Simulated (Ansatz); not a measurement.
# TiC: how the settings move a relaxation

Aim: see which settings change the result for TiC, by how much, and at what cost.

The COD entry's cell or inner coordinates are ideal or old and differ from later refinements, so a difference from it is no clean test against experiment.

Computed with Ansatz 0.2.0 (reference: DFT, r2SCAN, PAW with Ansatz's default frozen-core files, scalar-relativistic; relaxation of cell and atoms, unless a step's input says otherwise).

**1. Starting point**

Symmetry: Fm-3m, No. 225, cubic system. The conventional cell has a = 4.319 Å, b = 4.319 Å, c = 4.319 Å, α = 90.00°, β = 90.00°, γ = 90.00°. Around Ti (site symmetry m-3m) lie 6 C at 2.16 Å. C (site symmetry m-3m) is surrounded by 6 Ti at 2.16 Å.

Structure file:

```
CELL_PARAMETERS angstrom
0.00000 2.15930 2.15930
2.15930 0.00000 2.15930
2.15930 2.15930 0.00000
ATOMIC_POSITIONS crystal
Ti 0.00000 0.00000 0.00000
C 0.50000 0.50000 0.50000
```

**2. The reference run**

Input file input.yaml:

```yaml
crystal:
  lattice:
    - [0.0, 2.1593, 2.1593]
    - [2.1593, 0.0, 2.1593]
    - [2.1593, 2.1593, 0.0]
  atoms:
    - { symbol: Ti, position: [0.0, 0.0, 0.0] }
    - { symbol: C, position: [0.5, 0.5, 0.5] }
kpoints:
  mp_grid: { grid: [14, 14, 14] }
scf:
  occupations: { method: fermi_dirac, width: 0.08 }
hamiltonian:
  xc: r2scan
  pseudopotentials: { kind: paw }
relax:
  f_tol: 0.002
  max_steps: 80
  cell: {}
output:
  forces: true
  stress: true
```

Run with:

```
$ ansatz run input.yaml --threads 1 --pin off --max-ram 3072MiB --backend cpu --events-out ev --progress --plain --runs-dir out
```

**3. Changed: dr2_threshold 1.0e-09**

input.yaml, as its differences from that of step 2:

```diff
@@ -12,2 +12,3 @@
   occupations: { method: fermi_dirac, width: 0.08 }
+  convergence: { dr2_threshold: 1.0e-09 }
 hamiltonian:
```

Before running it: what results should come out? Wanted: for each run, ending; energy change; pressure; gap; force.

As calculated:

```csv
run,ending,energy change,pressure (GPa),gap (eV),force (eV/Å),cycles,time
reference,converged,0,0.0,0.00,0.00,23,9.8 s
1: dr2_threshold 1.0e-09,converged,0.0 meV/atom,0.0,0.00,0.00,26,8.5 s
```

**Reading.** The changed convergence setting doesn't alter the result here (within 0.5 meV/atom). Cost: 26 SCF cycles against 23. The reference leaves spin out although Ti can carry a moment, so its state need not be the lowest.
